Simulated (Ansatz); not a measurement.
**AlGeH₅Si: how energies converge with the basis set**

The task here is to estimate one member of a computed series from the others.

Program: Ansatz 0.2.0, Gaussian basis. Level of theory: one geometry, several basis sets. These are calculated values, not measurements.

Plan: PBE0-D4/def2-SVP; ωB97M-V/def2-SVP; PBE0-D4/def2-QZVPP; ωB97M-V/def2-QZVPP; the functionals' def2-TZVPP values are taken from earlier runs.

### The geometry

An earlier PBE0-D4 in a triple-zeta def2 set relaxation fixed the geometry.

SMILES `[AlH]1[SiH2][GeH2]1`, 8 atoms, charge 0, spin multiplicity 1.

Atoms are counted from 1 here; the program's logs count them from 0.

Bond lengths: Al1–Si2 2.417 Å, Al1–Ge3 2.450 Å, Al1–H4 1.585 Å, Si2–Ge3 2.442 Å, Si2–H5 1.490 Å, Si2–H6 1.490 Å, Ge3–H7 1.539 Å, Ge3–H8 1.539 Å. Angles: Si2–Al1–Ge3 60.2°, Si2–Al1–H4 150.9°, Ge3–Al1–H4 148.9°, Al1–Si2–Ge3 60.5°, Al1–Si2–H5 121.9°, Al1–Si2–H6 122.1°, Ge3–Si2–H5 116.5°, Ge3–Si2–H6 116.8°, H5–Si2–H6 110.2°, Al1–Ge3–Si2 59.2°, Al1–Ge3–H7 122.9°, Al1–Ge3–H8 123.3°, Si2–Ge3–H7 115.6°, Si2–Ge3–H8 115.9°, H7–Ge3–H8 109.8°.

Coordinates:

```xyz
8

Al   -1.3002   -0.1135   -1.0150
Si    0.2644    1.2384    0.2371
Ge    0.4646   -1.1948    0.2957
H    -2.5510   -0.2492   -1.9793
H     1.3706    1.9816   -0.4293
H    -0.1144    1.9111    1.5115
H     1.7420   -1.7733   -0.3387
H     0.2161   -1.8575    1.6622
```

The first run:

in.yaml

```yaml
crystal:
  periodic: [false, false, false]
  atoms:
    - {symbol: Al, position_ang: [-1.300185, -0.113455, -1.014969]}
    - {symbol: Si, position_ang: [0.264413, 1.238410, 0.237134]}
    - {symbol: Ge, position_ang: [0.464577, -1.194834, 0.295655]}
    - {symbol: H, position_ang: [-2.550964, -0.249201, -1.979330]}
    - {symbol: H, position_ang: [1.370560, 1.981638, -0.429280]}
    - {symbol: H, position_ang: [-0.114398, 1.911148, 1.511453]}
    - {symbol: H, position_ang: [1.741992, -1.773283, -0.338671]}
    - {symbol: H, position_ang: [0.216104, -1.857524, 1.662211]}
basis:
  gaussian: {orbitals: def2-SVP}
hamiltonian: {xc: pbe0, dispersion: d4}
output: {orbitals: {seedname: orbitals}}
```

The run is started by

```console
$ ansatz run in.yaml --threads 2 --pin off --events-out ev --progress --plain --max-ram 4352MiB
```

Among the steps run: PBE0-D4 in def2-SVP; ωB97M-V in def2-SVP; PBE0-D4 in def2-QZVPP; ωB97M-V in def2-QZVPP.

One of the session's tables, all rows but one given; the rest of the session is left out.

It belongs to the step «Functionals by basis». 

```
functional       basis  HOMO (eV)  LUMO (eV)
   PBE0-D4    def2-SVP          ?          ?
   PBE0-D4  def2-TZVPP      -6.29      -2.61
   PBE0-D4  def2-QZVPP      -6.29      -2.62
   ωB97M-V    def2-SVP      -8.14      -0.86
   ωB97M-V  def2-TZVPP      -8.16      -0.90
   ωB97M-V  def2-QZVPP      -8.17      -0.94
```

Estimate the missing values for PBE0-D4, def2-SVP.

**Answer.** HOMO (eV): -6.31; LUMO (eV): -2.62. In the column «HOMO (eV)» it lies between ωB97M-V, def2-SVP (-8.14) and PBE0-D4, def2-TZVPP (-6.29).
